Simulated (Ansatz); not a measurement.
Molecular dynamics of Ba6Ti6RuO18

Input file:

```yaml
crystal:
  lattice:
    - [5.654034, 0.0, 0.0]
    - [0.0, 6.953776, 0.0]
    - [0.0, 0.0, 21.964091]
  atoms:
    - { symbol: Ba, position: [0.0, 0.0, 0.0455289] }
    - { symbol: Ti, position: [0.5096254, 0.16042957, 0.11426101] }
    - { symbol: O, position: [0.74177864, -0.00411574, 0.15933082] }
    - { symbol: O, position: [0.5, 0.0142333, 0.046703] }
    - { symbol: O, position: [0.24099661, -0.0133781, 0.15023896] }
    - { symbol: Ba, position: [0.00309376, 0.35349908, 0.19208059] }
    - { symbol: Ti, position: [0.0, 0.488, 0.0455289] }
    - { symbol: O, position: [0.24605, 0.3475667, 0.0820974] }
    - { symbol: O, position: [0.46276414, 0.33750872, 0.19940083] }
    - { symbol: O, position: [0.75395, 0.3475667, 0.0820974] }
    - { symbol: Ba, position: [0.47986437, 0.66229735, 0.1240186] }
    - { symbol: Ti, position: [0.99758498, 0.85750951, 0.19492854] }
    - { symbol: O, position: [0.25783714, 0.66705515, 0.23047837] }
    - { symbol: O, position: [0.97959639, 0.69219746, 0.09150254] }
    - { symbol: O, position: [0.7625545, 0.66902702, 0.22334924] }
    - { symbol: Ba, position: [0.49431332, 0.03473987, 0.26512345] }
    - { symbol: Ti, position: [1.01253112, 0.18297255, 0.3453925] }
    - { symbol: O, position: [0.25937797, 0.02965345, 0.37808432] }
    - { symbol: O, position: [0.98741433, 0.01551032, 0.26066441] }
    - { symbol: O, position: [0.72660067, 0.00742969, 0.38129024] }
    - { symbol: Ba, position: [0.52045317, 0.33146901, 0.41489607] }
    - { symbol: Ti, position: [0.49515866, 0.48729884, 0.27001682] }
    - { symbol: O, position: [0.73768358, 0.33811264, 0.30231821] }
    - { symbol: O, position: [0.99132924, 0.35409815, 0.41003151] }
    - { symbol: O, position: [0.23142031, 0.3475552, 0.30413115] }
    - { symbol: Ba, position: [1.0227269, 0.69985258, 0.33037238] }
    - { symbol: Ti, position: [0.50856504, 0.82604626, 0.40858298] }
    - { symbol: O, position: [0.6907447, 0.66543726, 0.46396266] }
    - { symbol: O, position: [0.55546603, 0.64749689, 0.34749477] }
    - { symbol: O, position: [0.26401306, 0.67833587, 0.44234216] }
    - { symbol: Ru, position: [-0.01239576, 0.55781293, 0.46167266] }
basis:
  ecutwfc: 420.0
kpoints:
  mp_grid: { grid: [2, 2, 1] }
hamiltonian:
  xc: lda
  pseudopotentials: { kind: paw, azcp: { folder: soft_1 } }
scf:
  occupations: { method: fermi_dirac, width: 0.05 }
  lower_state_search: "off"
md:
  timestep: 1
  n_steps: 220
  ensemble: nve
  temperature: 1400.0
  initial_velocities: maxwell_boltzmann
  seed: 837310
  constraints: [{ sites: [0, 3, 6, 7, 9] }]
```

Command:

```bash
$ ansatz run input.yaml --threads 4 --pin off --max-ram 10240MiB --backend cpu --events-out ev --progress --plain --runs-dir out
```

It goes on from the last frame of an earlier run, with new velocities.

Output, in part (step lines):

```
md step     0: t =     0.00 fs  T =  1400.0 K  F+E_penalty+E_count = -65171.75667985 eV  E_kin = 4.705064 eV  conserved = -65167.05161589 eV  (23 SCF iters)
md step     1: t =     1.00 fs  T =  1410.0 K  F+E_penalty+E_count = -65171.79039198 eV  E_kin = 4.738747 eV  conserved = -65167.05164457 eV  (12 SCF iters)
md step     2: t =     2.00 fs  T =  1410.6 K  F+E_penalty+E_count = -65171.79217739 eV  E_kin = 4.740571 eV  conserved = -65167.05160669 eV  (12 SCF iters)
md step     3: t =     3.00 fs  T =  1401.8 K  F+E_penalty+E_count = -65171.76247958 eV  E_kin = 4.710973 eV  conserved = -65167.05150675 eV  (13 SCF iters)
md step     4: t =     4.00 fs  T =  1384.0 K  F+E_penalty+E_count = -65171.70275358 eV  E_kin = 4.651402 eV  conserved = -65167.05135129 eV  (13 SCF iters)
md step     5: t =     5.00 fs  T =  1358.1 K  F+E_penalty+E_count = -65171.61536612 eV  E_kin = 4.564218 eV  conserved = -65167.05114824 eV  (5 SCF iters)
md step     6: t =     6.00 fs  T =  1324.9 K  F+E_penalty+E_count = -65171.50347502 eV  E_kin = 4.452569 eV  conserved = -65167.05090609 eV  (4 SCF iters)
md step     7: t =     7.00 fs  T =  1285.5 K  F+E_penalty+E_count = -65171.37089485 eV  E_kin = 4.320261 eV  conserved = -65167.05063389 eV  (5 SCF iters)
[... lines left out ...]
```

The steps, from the saved trajectory:

| time (fs) | T (K) | potential energy less start (eV) | conserved less start (meV/atom) |
| --- | --- | --- | --- |
| 0 | 1400 | 0.000 | 0.00 |
| 7 | 1286 | 0.386 | 0.03 |
| 14 | 954 | 1.503 | 0.10 |
| 21 | 803 | 2.011 | 0.10 |
| 28 | 865 | 1.799 | 0.07 |
| 35 | 994 | 1.366 | 0.07 |
| 42 | 1136 | 0.887 | 0.04 |
| 49 | 1131 | 0.904 | 0.03 |
| 56 | 955 | 1.497 | 0.08 |
| 63 | 875 | 1.765 | 0.08 |
| 70 | 919 | 1.617 | 0.06 |
| 77 | 946 | 1.526 | 0.05 |
| 84 | 903 | 1.672 | 0.08 |
| 91 | 961 | 1.478 | 0.07 |
| 98 | 1063 | 1.133 | 0.03 |
| 105 | 1010 | 1.314 | 0.06 |
| 112 | 959 | 1.485 | 0.06 |
| 119 | 901 | 1.678 | 0.05 |
| 126 | 820 | 1.950 | 0.08 |
| 133 | 872 | 1.775 | 0.07 |
| 140 | 978 | 1.419 | 0.04 |
| 147 | 955 | 1.499 | 0.07 |
| 154 | 941 | 1.543 | 0.07 |
| 161 | 969 | 1.452 | 0.05 |
| 168 | 963 | 1.470 | 0.07 |
| 175 | 1011 | 1.310 | 0.06 |
| 182 | 1056 | 1.159 | 0.04 |
| 189 | 977 | 1.425 | 0.06 |
| 196 | 851 | 1.847 | 0.08 |
| 203 | 869 | 1.789 | 0.08 |
| 210 | 1026 | 1.259 | 0.03 |
| 217 | 1078 | 1.084 | 0.07 |

All steps were run. The conserved energy stayed within 0.11 meV per atom of its start (net change 0.068 meV per atom), so the integration is sound. A run of 0.22 ps of so small a system gives no equilibrium averages. Limits of this set-up: coarse k mesh, thin slab, slab without dipole correction, PAW files made for another functional.

Mean squared displacements from the first frame to the last: Ba 0.14 Å², Ti 0.09 Å², O 0.24 Å², Ru 0.22 Å².

Last frame:

```xyz
31
Lattice="5.6540 0.0000 0.0000 0.0000 6.9538 0.0000 0.0000 0.0000 21.9641" Properties=species:S:1:pos:R:3
Ba 0.000 0.000 1.000
Ti 2.799 1.161 2.330
O 4.355 -0.201 3.173
O 2.827 0.099 1.026
O 1.314 0.020 3.076
Ba 0.056 2.068 4.174
Ti 0.000 3.393 1.000
O 1.391 2.417 1.803
O 3.132 2.203 4.125
O 4.263 2.417 1.803
Ba 2.970 4.708 2.562
Ti 5.702 5.695 4.186
O 1.554 4.341 4.669
O 5.903 4.692 2.065
O 4.199 4.710 4.632
Ba 3.030 -0.128 5.752
Ti 5.904 0.907 7.636
O 1.655 -0.154 8.114
O 5.765 -0.295 5.625
O 4.312 -0.153 8.034
Ba 3.093 2.097 8.890
Ti 2.836 3.134 5.658
O 4.542 2.142 6.287
O 5.924 2.235 8.811
O 1.653 2.191 6.471
Ba 5.642 4.439 7.031
Ti 2.782 5.407 8.872
O 4.318 4.415 9.373
O 2.716 4.378 7.226
O 1.929 4.970 10.403
Ru 0.326 3.965 9.897
```

Run time: 28 min on 4 threads of Arm Neoverse V1, on a shared host, peak memory 3 GiB.
